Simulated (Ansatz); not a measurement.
**InSi₂H₇: basis-set convergence**

Aim: see how fast density functionals converge with the basis set for InSi₂H₇.

The runs use Ansatz 0.2.0, Gaussian basis; one geometry, several basis sets.

The runs, in order: PBE0-D4/def2-SVP; ωB97M-V/def2-SVP; PBE0-D4/def2-QZVPP; ωB97M-V/def2-QZVPP; the functionals' def2-TZVPP values are taken from earlier runs.

### 1 Structure used throughout

All runs share one geometry, relaxed beforehand with PBE0-D4 in a triple-zeta def2 set. In takes the def2 core potential; no spin-orbit term is included.

SMILES `[SiH3][SiH2][InH2]`, 10 atoms, charge 0, spin multiplicity 1.

Atoms are counted from 1 here; the program's logs count them from 0.

Bond lengths: Si1–Si2 2.339 Å, Si1–H4 1.488 Å, Si1–H5 1.489 Å, Si1–H6 1.489 Å, Si2–In3 2.571 Å, Si2–H7 1.491 Å, Si2–H8 1.492 Å, In3–H9 1.728 Å, In3–H10 1.728 Å. Angles: Si2–Si1–H4 112.1°, Si2–Si1–H5 109.8°, Si2–Si1–H6 109.9°, H4–Si1–H5 108.5°, H4–Si1–H6 108.5°, H5–Si1–H6 108.0°, Si1–Si2–In3 110.2°, Si1–Si2–H7 108.2°, Si1–Si2–H8 107.8°, In3–Si2–H7 111.8°, In3–Si2–H8 111.1°, H7–Si2–H8 107.6°, Si2–In3–H9 121.0°, Si2–In3–H10 120.2°, H9–In3–H10 118.8°.

### 2 PBE0-D4 in def2-SVP

File in.yaml:

```yaml
crystal:
  periodic: [false, false, false]
  atoms:
    - {symbol: Si, position_ang: [-1.450944, 0.732259, -0.821554]}
    - {symbol: Si, position_ang: [0.023051, -0.982688, -0.222448]}
    - {symbol: In, position_ang: [1.884772, -0.062652, 1.293106]}
    - {symbol: H, position_ang: [-2.541053, 0.248652, -1.711493]}
    - {symbol: H, position_ang: [-0.707741, 1.812139, -1.527488]}
    - {symbol: H, position_ang: [-2.065690, 1.320537, 0.400466]}
    - {symbol: H, position_ang: [-0.761329, -2.056895, 0.451787]}
    - {symbol: H, position_ang: [0.588689, -1.557908, -1.477336]}
    - {symbol: H, position_ang: [1.761404, -0.160929, 3.013879]}
    - {symbol: H, position_ang: [3.268842, 0.707495, 0.601081]}
basis:
  gaussian: {orbitals: def2-SVP}
hamiltonian: {xc: pbe0, dispersion: d4}
output: {orbitals: {seedname: orbitals}}
```

Launch:

```
$ ansatz run in.yaml --threads 2 --pin off --events-out ev --progress --plain --max-ram 4352MiB
```

After this run come: ωB97M-V in def2-SVP; PBE0-D4 in def2-QZVPP; ωB97M-V in def2-QZVPP.

**Question.** What will the summary of the whole plan be? Wanted: PBE0-D4: double and triple zeta above quadruple; ωB97M-V: double and triple zeta above quadruple.

The runs gave:

| quantity | value |
| --- | --- |
| PBE0-D4: double and triple zeta above quadruple | 6.35, 0.57 eV |
| ωB97M-V: double and triple zeta above quadruple | 6.44, 0.55 eV |

What this shows: PBE0-D4 gains 5.77 eV from double to triple zeta, then 0.57 eV more. These are total energies; as a rule much of such shifts cancels in differences, which this series doesn't test.
